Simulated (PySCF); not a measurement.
# C4H8SSi2: electronic excitations

Wanted: the electronic excitations of C4H8SSi2 (`[SiH3]SC1=CC=C[SiH2]1`), by calculation.

Programs: PySCF 2.14.0, with density-fitted response routines of our own. Each step states its level of theory. These are calculated values for one molecule in the gas phase, unless marked as measured. Atoms are numbered from 0 throughout.

## (1) Starting geometry

15 atoms, charge 0, multiplicity 1; geometry from: GFN2-xTB.

Bonds of the start (Å): Si0–S1 2.15, S1–C2 1.75, C2–C3 1.34, C3–C4 1.45, C4–C5 1.34, C5–Si6 1.88, Si6–C2 1.90, Si0–H7 1.46, Si0–H8 1.46, Si0–H9 1.45, C3–H10 1.08, C4–H11 1.08, C5–H12 1.08, Si6–H13 1.46, Si6–H14 1.46.

## (2) Excited states and response: CAM-B3LYP/def2-SVPD

Job settings and geometry (Å):

```
{"job": {"kind": "uv", "xc": "CAM-B3LYP", "basis": "def2-SVPD", "nstates": 8, "ntriplets": 3}, "charge": 0, "multiplicity": 1}
Si    -2.973164     0.325625     0.472723
S     -1.620386     0.613851    -1.176419
C     -0.039788     0.169483    -0.581134
C      0.267980    -0.263192     0.652719
C      1.668679    -0.563555     0.871930
C      2.503148    -0.379193    -0.162957
Si     1.534338     0.241478    -1.650659
H     -2.576609     1.199527     1.569945
H     -2.942683    -1.078185     0.865756
H     -4.241623     0.714617    -0.116867
H     -0.444685    -0.392527     1.456101
H      1.982766    -0.917870     1.844444
H      3.558916    -0.576352    -0.088376
H      1.847090     1.607785    -2.063842
H      1.471606    -0.693503    -2.771696
```

Level: TDDFT CAM-B3LYP/def2-SVPD, vertical, gas phase, core orbitals frozen in the response.

Command:

```
OMP_NUM_THREADS=1 python probes_run.py task.json out
```

One launch serves the whole session: the jobs run in the order shown.

What will the session give for the following? lowest singlet (CAM-B3LYP/def2-SVPD); lowest triplet; surface potential, 1st and 99th percentile. Wanted: lowest singlet; lowest triplet; surface potential, 1st and 99th percentile.

As calculated:

| quantity | value |
| --- | --- |
| lowest singlet (CAM-B3LYP/def2-SVPD) | 3.80 eV (327 nm), f = 0.156 |
| lowest triplet | 2.31 eV |
| surface potential, 1st and 99th percentile | -0.81 V and 1.30 V |

In words: The lowest singlet, at 3.80 eV, is HOMO→LUMO 0.97 and is bright. The lowest triplet lies 1.48 eV below the lowest singlet (triplets in Tamm-Dancoff, singlets in full TDDFT). At CAM-B3LYP/def2-SVPD, counted by nearest atom on the grid, the HOMO lies on S1 34 %; C3, C5 about 18 % each, the LUMO on C2 22 %; C5 17 %.
